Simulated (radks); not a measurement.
# Si in [Ne] 3s1.75 3p2 4p0.25: an all-electron calculation

Aim: the levels, the sizes of the orbitals and the parts of the energy of neutral silicon.

The numbers are computed with radks (a radial shooting solver on a logarithmic mesh, Libxc functionals) version 1 (scalar-relativistic Kohn-Sham, r2SCAN, spin-unpolarised, spherical densities, finite nucleus), except any that are marked as measured or tabulated.

**1. What is computed**

| Quantity | Value |
| --- | --- |
| element | silicon (Z = 14) |
| charge | 0 |
| electrons | 14 |
| configuration | [Ne] 3s1.75 3p2 4p0.25 |
| nuclear rms radius | 3.1224 fm |

**2. The calculation**

The run's settings:

```text
Z 14
configuration [Ne] 3s1.75 3p2 4p0.25 4s0 3d0
relativity scalar-relativistic
functional r2scan,r2scan
spin unpolarised
nucleus finite rms 3.1224 fm
c 137.035999084
```

The run is started by

```
$ python run_ks.py task.json out
```

The same process makes all the runs of this session.

What does the calculation give?

As calculated:

```
                        quantity                value
                    total energy   -289.83410 hartree
exchange-correlation share of it               7.14 %
                            −T/E               1.0025
          highest occupied level        4p, -0.420 eV
    most extended occupied level  4p, <r> = 15.0 bohr
 radius at density 0.001 e/bohr³            4.34 bohr
    maxima of the radial density                    4
```

What this shows: 4 principal shells are occupied and 4 maxima appear in the radial density. Relativity lifts −T/E to 1.003. This is not the tabulated ground configuration, so its levels and sizes aren't those of the ground state, and no measured value stands beside it.
